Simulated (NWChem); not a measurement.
**One shape, several levels: C3H6B (SMILES BC([CH2])=C)**

Wanted: a comparison of 4 runs (UHF/STO-3G, UHF/3-21G, UB3LYP/6-31G*) of C3H6B. 

Program for the calculation: NWChem 7.3.0.

## 1. Starting point

The species is C3H6B (10 atoms), meant as a doublet with charge 0. SMILES: `BC([CH2])=C`. The shape is that of a GFN2-xTB optimisation.

Bond lengths: B1–C2 1.557 Å, C2–C3 1.388 Å, C2–C4 1.388 Å, B1–H5 1.169 Å, B1–H6 1.169 Å, C3–H7 1.075 Å, C3–H8 1.078 Å, C4–H9 1.078 Å, C4–H10 1.074 Å. Some angles: B1–C2–C3 120.3°, B1–C2–C4 120.3°, C3–C2–C4 119.4°, C2–B1–H5 120.1°, C2–B1–H6 120.1°, C2–C3–H7 121.3°, C2–C3–H8 121.5°, C2–C4–H9 121.5°, C2–C4–H10 121.3°, H5–B1–H6 119.8°.

## 2. Energy and gradient at UHF/STO-3G (run 1)

Input file run.py:

```python
from ase import Atoms
from ase.calculators.nwchem import NWChem

atoms = Atoms('BCCCHHHHHH', positions=[
    [-1.084660, 0.495180, -0.921130],
    [0.036220, -0.016710, 0.031260],
    [0.575910, -1.283960, -0.139790],
    [0.505350, 0.790240, 1.058460],
    [-1.529910, 1.567010, -0.780050],
    [-1.482720, -0.191110, -1.780090],
    [0.235800, -1.934820, -0.924240],
    [1.353970, -1.657610, 0.506570],
    [1.279690, 0.455260, 1.730180],
    [0.110350, 1.776520, 1.218830],
])

calc = NWChem(
    label='sp',
    theory='scf',
    memory='2200 mb',
    basis='STO-3G',
    basispar='spherical bse',
    scf={'nopen': '1', 'uhf': None, 'thresh': '1e-08', 'maxiter': '80'},
)
atoms.calc = calc

forces = atoms.get_forces()
print("Total energy (eV):", round(atoms.get_potential_energy(), 6))
print("forces (eV/A):")
for s, f in zip(atoms.symbols, forces):
    print(f"{s:2s} {f[0]:10.5f} {f[1]:10.5f} {f[2]:10.5f}")
```

Started as:

```bash
$ export ASE_NWCHEM_COMMAND="nwchem PREFIX.nwi > PREFIX.nwo"
$ python run.py
```

Output:

```text
Total energy (eV): -3809.63221
forces (eV/A):
B    -0.06011    0.02648   -0.05816
C    -1.07056    0.48825   -0.91012
C     0.44814   -1.14738   -0.19900
C     0.38813    0.76254    0.90955
H     0.07595   -0.27110   -0.07184
H     0.06613    0.20744    0.19885
H    -0.05631   -0.25505   -0.22060
H     0.14588   -0.11935    0.09251
H     0.13930   -0.01075    0.14938
H    -0.07657    0.31892    0.10937
```

The calculator wrote sp.nwi:

```
title "sp"

permanent_dir sp

scratch_dir sp

start sp

geometry units angstrom nocenter noautosym noautoz
  B  -1.0846600000000000e+00 4.9518000000000001e-01 -9.2113000000000000e-01
  C  3.6220000000000002e-02 -1.6709999999999999e-02 3.1260000000000003e-02
  C  5.7591000000000003e-01 -1.2839600000000000e+00 -1.3979000000000000e-01
  C  5.0534999999999997e-01 7.9024000000000005e-01 1.0584600000000000e+00
  H  -1.5299100000000001e+00 1.5670100000000000e+00 -7.8005000000000002e-01
  H  -1.4827200000000000e+00 -1.9111000000000000e-01 -1.7800900000000000e+00
  H  2.3580000000000001e-01 -1.9348200000000000e+00 -9.2423999999999995e-01
  H  1.3539699999999999e+00 -1.6576100000000000e+00 5.0656999999999996e-01
  H  1.2796900000000000e+00 4.5526000000000000e-01 1.7301800000000001e+00
  H  1.1035000000000000e-01 1.7765200000000001e+00 1.2188300000000001e+00
end

memory 2200 mb

basis spherical bse noprint
   * library STO-3G
end

scf
  nopen 1
  uhf
  thresh 1e-08
  maxiter 80
end

task scf gradient
```

sp.nwo, cut to the lines that bear on the results:

```text
[...]
      One electron energy =   -381.120969680499
[... 1 line left out ...]
 Nuclear repulsion energy =     97.225590879193
[... 37 lines left out ...]
          Final beta eigenvalues
[... 197 lines left out ...]
                     UHF Final Beta Molecular Orbital Analysis
[...]
  wavefunction    =   UHF
                         UHF ENERGY GRADIENTS
    atom               coordinates                        gradient
                 x          y          z           x          y          z
   1 B      -2.049710   0.935755  -1.740683    0.001169  -0.000515   0.001131
   2 C       0.068446  -0.031577   0.059073    0.020819  -0.009495   0.017699
   3 C       1.088312  -2.426333  -0.264165   -0.008715   0.022313   0.003870
[... 6 lines of this table left out ...]
  10 H       0.208531   3.357136   2.303255    0.001489  -0.006202  -0.002127
[...]
```

Wall time 2.5 s (1 thread of Intel Xeon 6975P-C (Granite Rapids), shared host); peak memory 0.1 GiB.

## 3. Energy and gradient at UHF/3-21G (run 2)

Input file a.nw:

```
start a
title "C3H6B"
memory stack 880 mb heap 220 mb global 1100 mb
geometry noautosym nocenter noautoz
   B     -1.084660     0.495180    -0.921130
   C      0.036220    -0.016710     0.031260
   C      0.575910    -1.283960    -0.139790
   C      0.505350     0.790240     1.058460
   H     -1.529910     1.567010    -0.780050
   H     -1.482720    -0.191110    -1.780090
   H      0.235800    -1.934820    -0.924240
   H      1.353970    -1.657610     0.506570
   H      1.279690     0.455260     1.730180
   H      0.110350     1.776520     1.218830
end
basis spherical bse
   B library 3-21G
   C library 3-21G
   H library 3-21G
end
scf
   doublet
   uhf
   thresh 1e-08
   maxiter 80
end
task scf gradient
```

Started as:

```bash
$ nwchem a.nw > a.out
```

Output:

```text
[...]
  functions       =    48
[...]
  wavefunction    = UHF
[...]
         Total SCF energy =   -140.931838136214
      One electron energy =   -380.709326379926
      Two electron energy =    142.551897364519
 Nuclear repulsion energy =     97.225590879193
                       Sz =      0.5000
                 Sz(Sz+1) =      0.7500
                      S^2 =      0.9855
[...]
                         UHF ENERGY GRADIENTS
    atom               coordinates                        gradient
                 x          y          z           x          y          z
   1 B      -2.049710   0.935755  -1.740683   -0.007596   0.003484  -0.006354
   2 C       0.068446  -0.031577   0.059073    0.003439  -0.001568   0.002952
   3 C       1.088312  -2.426333  -0.264165   -0.003666   0.015180   0.005214
   4 C       0.954973   1.493337   2.000199   -0.002771  -0.012184  -0.010709
   5 H      -2.891111   2.961220  -1.474081    0.004658  -0.009843  -0.000767
   6 H      -2.801935  -0.361146  -3.363882    0.004167   0.005793   0.008178
   7 H       0.445597  -3.656280  -1.746560   -0.000779  -0.000179  -0.001019
   8 H       2.558632  -3.132429   0.957278    0.001661  -0.000465   0.001564
   9 H       2.418263   0.860317   3.269566    0.001714  -0.001079   0.001310
  10 H       0.208531   3.357136   2.303255   -0.000829   0.000862  -0.000367
[...]
```

It took 2.4 s on 1 thread of Intel Xeon 6975P-C (Granite Rapids), shared host; peak memory 0.1 GiB.

## 4. Energy and gradient at UB3LYP/6-31G(d) (spherical functions) (run 3)

Input file run.py:

```python
from ase import Atoms
from ase.calculators.nwchem import NWChem

system = Atoms('BCCCHHHHHH', positions=[
    [-1.084660, 0.495180, -0.921130],
    [0.036220, -0.016710, 0.031260],
    [0.575910, -1.283960, -0.139790],
    [0.505350, 0.790240, 1.058460],
    [-1.529910, 1.567010, -0.780050],
    [-1.482720, -0.191110, -1.780090],
    [0.235800, -1.934820, -0.924240],
    [1.353970, -1.657610, 0.506570],
    [1.279690, 0.455260, 1.730180],
    [0.110350, 1.776520, 1.218830],
])

calc = NWChem(
    label='run',
    theory='dft',
    memory='2200 mb',
    basis='6-31G*',
    basispar='spherical bse',
    dft={'xc': 'b3lyp', 'mult': '2', 'grid': 'xfine', 'convergence': 'energy 1e-08', 'iterations': '100', 'mulliken': None},
)
system.calc = calc

forces = system.get_forces()
print("Total energy (eV):", round(system.get_potential_energy(), 6))
print("forces (eV/A):")
for s, f in zip(system.symbols, forces):
    print(f"{s:2s} {f[0]:10.5f} {f[1]:10.5f} {f[2]:10.5f}")
```

Started as:

```bash
$ export ASE_NWCHEM_COMMAND="nwchem PREFIX.nwi > PREFIX.nwo"
$ python run.py
```

Output:

```text
Total energy (eV): -3882.878926
forces (eV/A):
B     0.62462   -0.28622    0.52610
C    -0.26935    0.12295   -0.23001
C    -0.05003   -0.22759   -0.19566
C    -0.06397    0.27680    0.10022
H    -0.28375    0.65023    0.07538
H    -0.25207   -0.40433   -0.52672
H    -0.11267   -0.27027   -0.29182
H     0.27367   -0.16188    0.20852
H     0.26729   -0.08485    0.25032
H    -0.13375    0.38520    0.08372
```

The calculator wrote run.nwi:

```
title "run"

permanent_dir run

scratch_dir run

start run

geometry units angstrom nocenter noautosym noautoz
  B  -1.0846600000000000e+00 4.9518000000000001e-01 -9.2113000000000000e-01
  C  3.6220000000000002e-02 -1.6709999999999999e-02 3.1260000000000003e-02
  C  5.7591000000000003e-01 -1.2839600000000000e+00 -1.3979000000000000e-01
  C  5.0534999999999997e-01 7.9024000000000005e-01 1.0584600000000000e+00
  H  -1.5299100000000001e+00 1.5670100000000000e+00 -7.8005000000000002e-01
  H  -1.4827200000000000e+00 -1.9111000000000000e-01 -1.7800900000000000e+00
  H  2.3580000000000001e-01 -1.9348200000000000e+00 -9.2423999999999995e-01
  H  1.3539699999999999e+00 -1.6576100000000000e+00 5.0656999999999996e-01
  H  1.2796900000000000e+00 4.5526000000000000e-01 1.7301800000000001e+00
  H  1.1035000000000000e-01 1.7765200000000001e+00 1.2188300000000001e+00
end

memory 2200 mb

basis spherical bse noprint
   * library 6-31G*
end

dft
  xc b3lyp
  mult 2
  grid xfine
  convergence energy 1e-08
  iterations 100
  mulliken
end

task dft gradient
```

run.nwo, cut to the lines that bear on the results:

```text
[...]
      One electron energy =     -382.402021256775
[... 2 lines left out ...]
 Nuclear repulsion energy =       97.225590879193
[... 1087 lines left out ...]
          Convergence on energy requested:  1.00D-08
[... 24 lines left out ...]
          Spatial weights used:  Erf1
[...]
  wavefunction    = open shell
                         DFT ENERGY GRADIENTS
    atom               coordinates                        gradient
                 x          y          z           x          y          z
   1 B      -2.049710   0.935755  -1.740683   -0.012147   0.005566  -0.010231
   2 C       0.068446  -0.031577   0.059073    0.005238  -0.002391   0.004473
   3 C       1.088312  -2.426333  -0.264165    0.000973   0.004426   0.003805
[... 6 lines of this table left out ...]
  10 H       0.208531   3.357136   2.303255    0.002601  -0.007491  -0.001628
[...]
```

Run time: 45 s. Hardware: 1 thread of Intel Xeon 6975P-C (Granite Rapids), shared host; peak memory 0.15 GiB.

## 5. Energy and forces at UB3LYP/6-31G(d) (Cartesian functions) (run 4)

Input file c3h6b.xyz:

```xyz
10
C3H6B B3LYP
B     -1.084660     0.495180    -0.921130
C      0.036220    -0.016710     0.031260
C      0.575910    -1.283960    -0.139790
C      0.505350     0.790240     1.058460
H     -1.529910     1.567010    -0.780050
H     -1.482720    -0.191110    -1.780090
H      0.235800    -1.934820    -0.924240
H      1.353970    -1.657610     0.506570
H      1.279690     0.455260     1.730180
H      0.110350     1.776520     1.218830
```

Input file run.py:

```python
from ase.io import read
from ase.calculators.nwchem import NWChem

atoms = read('c3h6b.xyz')

calc = NWChem(
    label='c3h6b',
    theory='dft',
    memory='2200 mb',
    basis='6-31G*',
    dft={'xc': 'b3lyp', 'mult': '2', 'grid': 'xfine', 'convergence': 'energy 1e-08', 'iterations': '100', 'mulliken': None},
)
atoms.calc = calc

forces = atoms.get_forces()
print("Total energy (eV):", round(atoms.get_potential_energy(), 6))
print("forces (eV/A):")
for s, f in zip(atoms.symbols, forces):
    print(f"{s:2s} {f[0]:10.5f} {f[1]:10.5f} {f[2]:10.5f}")
```

Started as:

```bash
$ export ASE_NWCHEM_COMMAND="nwchem PREFIX.nwi > PREFIX.nwo"
$ python run.py
```

Output:

```text
Total energy (eV): -3882.958911
forces (eV/A):
B     0.62468   -0.28622    0.52610
C    -0.25768    0.11755   -0.22009
C    -0.05667   -0.21201   -0.19350
C    -0.06968    0.26683    0.08762
H    -0.28308    0.64864    0.07518
H    -0.25145   -0.40335   -0.52543
H    -0.11215   -0.26909   -0.29059
H     0.27285   -0.16183    0.20759
H     0.26642   -0.08413    0.24981
H    -0.13318    0.38356    0.08336
```

The calculator wrote c3h6b.nwi:

```
title "c3h6b"

permanent_dir c3h6b

scratch_dir c3h6b

start c3h6b

geometry units angstrom nocenter noautosym noautoz
  B  -1.0846600000000000e+00 4.9518000000000001e-01 -9.2113000000000000e-01
  C  3.6220000000000002e-02 -1.6709999999999999e-02 3.1260000000000003e-02
  C  5.7591000000000003e-01 -1.2839600000000000e+00 -1.3979000000000000e-01
  C  5.0534999999999997e-01 7.9024000000000005e-01 1.0584600000000000e+00
  H  -1.5299100000000001e+00 1.5670100000000000e+00 -7.8005000000000002e-01
  H  -1.4827200000000000e+00 -1.9111000000000000e-01 -1.7800900000000000e+00
  H  2.3580000000000001e-01 -1.9348200000000000e+00 -9.2423999999999995e-01
  H  1.3539699999999999e+00 -1.6576100000000000e+00 5.0656999999999996e-01
  H  1.2796900000000000e+00 4.5526000000000000e-01 1.7301800000000001e+00
  H  1.1035000000000000e-01 1.7765200000000001e+00 1.2188300000000001e+00
end

memory 2200 mb

basis noprint
   * library 6-31G*
end

dft
  xc b3lyp
  mult 2
  grid xfine
  convergence energy 1e-08
  iterations 100
  mulliken
end

task dft gradient
```

c3h6b.nwo, cut to the lines that bear on the results:

```text
[...]
      One electron energy =     -382.371212548124
[... 2 lines left out ...]
 Nuclear repulsion energy =       97.225590879193
[... 1146 lines left out ...]
          Convergence on energy requested:  1.00D-08
[... 24 lines left out ...]
          Spatial weights used:  Erf1
[...]
  wavefunction    = open shell
                         DFT ENERGY GRADIENTS
    atom               coordinates                        gradient
                 x          y          z           x          y          z
   1 B      -2.049710   0.935755  -1.740683   -0.012148   0.005566  -0.010231
   2 C       0.068446  -0.031577   0.059073    0.005011  -0.002286   0.004280
   3 C       1.088312  -2.426333  -0.264165    0.001102   0.004123   0.003763
[... 6 lines of this table left out ...]
  10 H       0.208531   3.357136   2.303255    0.002590  -0.007459  -0.001621
[...]
```

It took 49 s on 1 thread of Intel Xeon 6975P-C (Granite Rapids), shared host; peak memory 0.15 GiB.

## 6. All runs side by side

```csv
run,level,iteration cap,module,energy (Eh),dipole moment (D),HOMO energy (eV),LUMO energy (eV),wall time
1,UHF/STO-3G,80,scf,-140.001403,0.48,-8.31,5.57,2.5 s
2,UHF/3-21G,80,scf,-140.931838,0.77,-9.19,2.02,2.4 s
3,UB3LYP/6-31G* (spherical functions),100,dft,-142.693170,0.89,-5.43,-1.96,45 s
4,UB3LYP/6-31G* (Cartesian functions),100,dft,-142.696109,0.88,-5.43,-1.96,49 s
```

## 7. Outcome

| quantity | value |
| --- | --- |
| run 4: total energy | -142.69611 Eh |
| run 4: dipole moment | 0.88 D |
| run 4: HOMO energy (highest over α and β) | -5.43 eV |
| run 4: LUMO energy (lowest over α and β) | -1.96 eV |
| run 4: ⟨S²⟩ | 0.789 |
| run 4: largest force on an atom | 0.865 eV/Å |

In words: The dipole moment (its size) runs from 0.48 D (UHF/STO-3G) to 0.89 D (UB3LYP/6-31G*). The two ends differ in method and basis. In run 1 the basis is minimal, so the values are rough. Spin contamination of the reference: run 1 ⟨S²⟩ = 1.08, run 2 ⟨S²⟩ = 0.99. All runs together took 99 s, the longest 49 s.
